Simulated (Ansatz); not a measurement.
# B2PLYP/def2-SVPD (core potential) run of SnSiH6 (SMILES [SiH3][SnH3])

Aim: the vertical electron affinity of SnSiH6 at B2PLYP/def2-SVPD (core potential), from 2 runs. 

Program for the calculation: Ansatz 0.2.0.

45 further runs of the same task are left out: 45 set aside as unsound or not needed.

## Step 1: Starting point

The species is SnSiH6 (8 atoms), meant as a singlet with charge 0. SMILES: `[SiH3][SnH3]`. The coordinates come from a PBE0-D4/def2-TZVP relaxation.

Bond lengths: Si1–Sn2 2.560 Å, Si1–H3 1.487 Å, Si1–H4 1.487 Å, Si1–H5 1.487 Å, Sn2–H6 1.708 Å, Sn2–H7 1.708 Å, Sn2–H8 1.708 Å. Some angles: Si1–Sn2–H6 110.7°, Si1–Sn2–H7 110.8°, Si1–Sn2–H8 110.8°, Sn2–Si1–H3 110.2°, Sn2–Si1–H4 110.2°, Sn2–Si1–H5 110.2°, H6–Sn2–H7 108.2°, H6–Sn2–H8 108.2°, H7–Sn2–H8 108.2°, H3–Si1–H4 108.8°.

## Step 2: The energy at B2PLYP/def2-SVPD (core potential)

Input file input.yaml:

```yaml
crystal:
  periodic: [false, false, false]
  atoms:
    - {symbol: Si, position_ang: [-0.621900, 0.121300, -1.152100]}
    - {symbol: Sn, position_ang: [0.611700, -0.129400, 1.077500]}
    - {symbol: H, position_ang: [-2.070400, 0.355200, -0.912500]}
    - {symbol: H, position_ang: [-0.465000, -1.112000, -1.967300]}
    - {symbol: H, position_ang: [-0.071600, 1.272400, -1.915300]}
    - {symbol: H, position_ang: [0.450400, 1.285900, 2.019300]}
    - {symbol: H, position_ang: [2.276200, -0.410700, 0.820500]}
    - {symbol: H, position_ang: [-0.017200, -1.439600, 1.974000]}
basis:
  gaussian:
    orbitals: def2-SVPD
magnetization:
  spin_polarized: false
  initial_magnetization: 0
hamiltonian:
  xc: {name: B2PLYP}
correlation:
  frozen_orbitals: {H: 0, Si: 5, Sn: 4}
accuracy: high
output: {orbitals: {seedname: orbitals}}
```

Started as:

```sh
ansatz run input.yaml --threads 1 --pin off --max-ram 3480MiB --events-out events.jsonl --progress --plain --runs-dir runs
```

The program printed:

```text
Warning: RAYON_NUM_THREADS=1 ignored (pool sized by the plan → 1); use --threads N
Functional definition: B2PLYP
  name "B2PLYP"
  parameter a = 0.53
  parameter c = 0.27
  exchange = (1 - a)*b88_x + a*exact_x
  correlation = (1 - c)*lyp_c + c*(mp2_os + mp2_ss)
2258 factors; integrals over basis functions are off by at most 3.7e-9 eV
mean field evaluation 1: about -13789.6894 eV, gradient 7.8e0 eV
mean field evaluation 2: about -13789.7570 eV, gradient 7.8e0 eV
mean field evaluation 4: about -13790.0043 eV, gradient 9.8e-1 eV
mean field evaluation 8: about -13790.0070 eV, gradient 4.5e-3 eV
mean field evaluation 16: about -13790.0070 eV, gradient 3.3e-7 eV
mean field -13790.00699551 eV, -506.7734098824 hartree, gradient 4.8e-8 eV, S^2 0.000000; 0 other end points of the search recorded, 0 dependent functions left out
9 core orbitals not correlated: weight in the atoms' cores, before any rotation towards them, 1.000 or more for the frozen orbitals, at most 0.000 for the correlated occupied ones
reference -13790.00702608 eV, -506.7734110060 hartree; 12, 12 occupied and 83, 83 virtual orbitals, 2258 factors
second order -8.23807785 eV of doubles, -0.00000000 eV of singles
Total energy: -13792.23130710 eV, -506.8551518258 hartree
```

Run time: 15 s. Hardware: 1 thread of Intel Xeon Platinum 8259CL at 2.50GHz (Skylake/Cascade Lake), shared host; peak memory 0.38 GiB.

## Step 3: The doublet anion at the same level

Input file molecule.yaml:

```yaml
basis:
  gaussian:
    orbitals: def2-SVPD
crystal:
  periodic: [false, false, false]
  atoms:
    - symbol: Si
      position_ang: [-0.621900, 0.121300, -1.152100]
    - symbol: Sn
      position_ang: [0.611700, -0.129400, 1.077500]
    - symbol: H
      position_ang: [-2.070400, 0.355200, -0.912500]
    - symbol: H
      position_ang: [-0.465000, -1.112000, -1.967300]
    - symbol: H
      position_ang: [-0.071600, 1.272400, -1.915300]
    - symbol: H
      position_ang: [0.450400, 1.285900, 2.019300]
    - symbol: H
      position_ang: [2.276200, -0.410700, 0.820500]
    - symbol: H
      position_ang: [-0.017200, -1.439600, 1.974000]
total_charge: -1
magnetization:
  spin_polarized: true
  initial_magnetization: 1
hamiltonian:
  xc: {name: B2PLYP}
correlation:
  frozen_orbitals: {H: 0, Si: 5, Sn: 4}
accuracy: high
output: {orbitals: {seedname: orbitals}}
```

Started as:

```sh
ansatz run molecule.yaml --threads 1 --pin off --max-ram 3480MiB --events-out events.jsonl --progress --plain --runs-dir runs
```

The program printed, cut to the lines that bear on the results:

```text
Warning: RAYON_NUM_THREADS=1 ignored (pool sized by the plan → 1); use --threads N
Functional definition: B2PLYP
  name "B2PLYP"
[...]
2259 factors; integrals over basis functions are off by at most 3.7e-9 eV
[...]
mean field -13788.69578785 eV, -506.7252238897 hartree, gradient 8.3e-8 eV, S^2 0.751576; 6 other end points of the search recorded, 0 dependent functions left out
9 core orbitals not correlated: weight in the atoms' cores, before any rotation towards them, 1.000 or more for the frozen orbitals, at most 0.000 for the correlated occupied ones
reference -13788.69581368 eV, -506.7252248391 hartree; 13, 12 occupied and 82, 83 virtual orbitals, 2259 factors
second order -8.96494542 eV of doubles, -0.00000000 eV of singles
Total energy: -13791.11634895 eV, -506.8141778693 hartree
```

It took 42 s on 1 thread of Intel Xeon Platinum 8259CL at 2.50GHz (Skylake/Cascade Lake), shared host; peak memory 0.53 GiB.

## Step 4: Results

Level: B2PLYP/def2-SVPD (core potential), 9 core orbitals frozen.

| quantity | value |
| --- | --- |
| singlet SnSiH6: total energy | -506.85515 Eh |
| singlet SnSiH6: HOMO energy (SCF part's orbitals) | -8.88 eV |
| singlet SnSiH6: LUMO energy (SCF part's orbitals) | 0.63 eV |
| singlet SnSiH6: HOMO–LUMO gap (SCF part's orbitals) | 9.50 eV |
| doublet anion: total energy | -506.81418 Eh |
| doublet anion: HOMO energy (SCF part's orbitals) (highest over α and β) | 2.01 eV |
| doublet anion: LUMO energy (SCF part's orbitals) (lowest over α and β) | 4.12 eV |
| doublet anion: ⟨S²⟩ | 0.752 |
| vertical electron affinity (to the doublet anion) | -1.115 eV |

**Reading.** The anion lies 1.11 eV (26 kcal/mol) above the neutral: the electron isn't bound at this level, and such a value depends on the basis. The HOMO (doublet anion) lies at positive energy, 2.01 eV; only total energies tell whether the electron is bound.
